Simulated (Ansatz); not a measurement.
Crystal: GdO.

```xyz
2
Lattice="3.1133 0.0000 0.0000 -1.5566 2.6962 0.0000 0.0000 0.0000 3.0384" Properties=species:S:1:pos:R:3 pbc="T T T"
Gd    0.0000    0.0000    0.0000
O     1.5566    0.8987    1.5192
```

The cell comes from a database or a generator and needn't be the stable form of this composition.

Base run:

* Program: Ansatz 0.2.0
* Functional: LDA
* Potentials or basis: Ansatz PAW
* Cutoff: 420 eV (not typed: the program's choice for these potentials)
* k mesh: 10 × 10 × 9
* Occupations: fermi-dirac, width 0.05 eV
* Spin: collinear spin, ferromagnetic start
* Starting moments: [7.0, 0.0] μB
* Hubbard terms: Gd f U = 4 eV

Its results: band gap on the k mesh none (metal or under the smearing width); pressure 20.1 GPa; net moment 7.43 μB per cell; site moments Gd +6.98; O -0.01 μB.

The run is repeated on the same cell with these changes: hubbard terms from Gd f U = 4 eV to Gd f U = 8 eV. What comes out?

Band gap on the k mesh none (metal or under the smearing width); pressure 21.9 GPa; net moment 7.50 μB per cell; site moments Gd +7.02; O -0.01 μB.

Caveats: the magnetic or orbital state may not be the lowest; spin-orbit coupling is left out, which moves the levels of the heavy elements; a cell with one magnetic atom can't hold antiferromagnetic order, which such compounds often take; the PAW data sets come from PBE, with cores solved anew for the run's functional, which leaves a small shift of forces and pressure.
